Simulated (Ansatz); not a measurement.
Below is the output of a Python script on the Ansatz DFT code, driven from Python that makes an all-electron LAPW single point of AlRh, space group Pm-3m. Write a script that gives it. Level of theory: LDA, LAPW, the default cutoff (288 eV here), 8×8×8 k-points, cold smearing of 0.1 eV.

```
Al Rh
1.0
     2.97732    0.00000    0.00000
     0.00000    2.97732    0.00000
     0.00000    0.00000    2.97732
Al Rh
1 1
Direct
  0.00000 0.00000 0.00000
  0.50000 0.50000 0.50000
```

`python alrh.py` gives:
```text
converged          True
n_iterations       7
n_electrons        38.0
n_kpoints          35
n_pw               257
n_symmetry_ops     48
free_energy_ev     -136648.3629105702
fermi_energy_ev    19.19150396619318
pressure -5.933 GPa
stress tensor, GPa, positive in compression
[[-5.933  0.     0.   ]
 [ 0.    -5.933  0.   ]
 [ 0.     0.    -5.933]]
estimated basis error 0.066 meV/atom, target 0.250
  Al muffin-tin radius 1.172 A, core shells 1
  Rh muffin-tin radius 1.407 A, core shells 5
```

One script that gives this output:

`alrh.py`
```python
"""All-electron LAPW single point of AlRh."""

import json

import ansatz as az
import numpy as np

alrh = (
    az.Lattice.from_parameters(2.977322, 2.977322, 2.977322, alpha=90.0, beta=90.0, gamma=90.0)
    .atom("Al", [0.0, 0.0, 0.0])
    .atom("Rh", [0.5, 0.5, 0.5])
)

calc = alrh.calculation()
calc = calc.functional(az.Functional.LDA)
calc = calc.occupations(az.OccupationsMethod.COLD, width=0.1)
calc = calc.kpoints(8, 8, 8)
calc = calc.pseudopotentials("all_electron", lapw=True)
calc = calc.stress()
session = calc.session()
planned = session.plan(threads=1)
done = planned.execute()
r = done.report

for key in ("converged", "n_iterations", "n_electrons", "n_kpoints", "n_pw", "n_symmetry_ops", "free_energy_ev", "fermi_energy_ev"):
    print(f"{key:18s} {r[key]}")

# the stress is positive in compression
stress = np.array(r["stress_gpa"])
print(f"pressure {np.trace(stress) / 3:.3f} GPa")
print("stress tensor, GPa, positive in compression")
print(np.round(stress, 3) + 0.0)

keep = ["free_energy_ev", "energy_sigma0_ev", "fermi_energy_ev", "n_iterations", "converged", "magnetization_mub", "n_kpoints"]
with open("alrh.json", "w") as handle:
    json.dump({key: r[key] for key in keep}, handle, indent=1)

errors = r["lapw_basis_errors"]
print(f"estimated basis error {1000 * errors['total_ev_per_atom']:.3f} meV/atom, target {1000 * errors['basis_error_target_ev_per_atom']:.3f}")
for sphere in errors["spheres"]:
    print(f"  {sphere['species']:2s} muffin-tin radius {sphere['muffin_tin_radius_ang']:.3f} A, core shells {sphere['core_shells']}")
```

Caveats:
- All-electron totals depend on functional, relativistic treatment and basis; only differences at equal settings carry meaning.
- For a metal this k-point mesh is coarse: on a finer one energies can move by several to tens of meV an atom and pressures by half a GPa or more, differences at one mesh by less.
- An absolute Fermi energy rests on an arbitrary zero of the periodic potential and has no direct meaning.
- At these settings the cell as given stands under about -6 GPa, so it isn't at this functional's equilibrium volume.
- This cell is a computed structure, which may not be the phase found in nature.
- Finished in 4.7 s on 1 thread of Intel(R) Xeon(R) Platinum 8488C (Sapphire Rapids), on a shared host, peak memory 0.42 GiB.
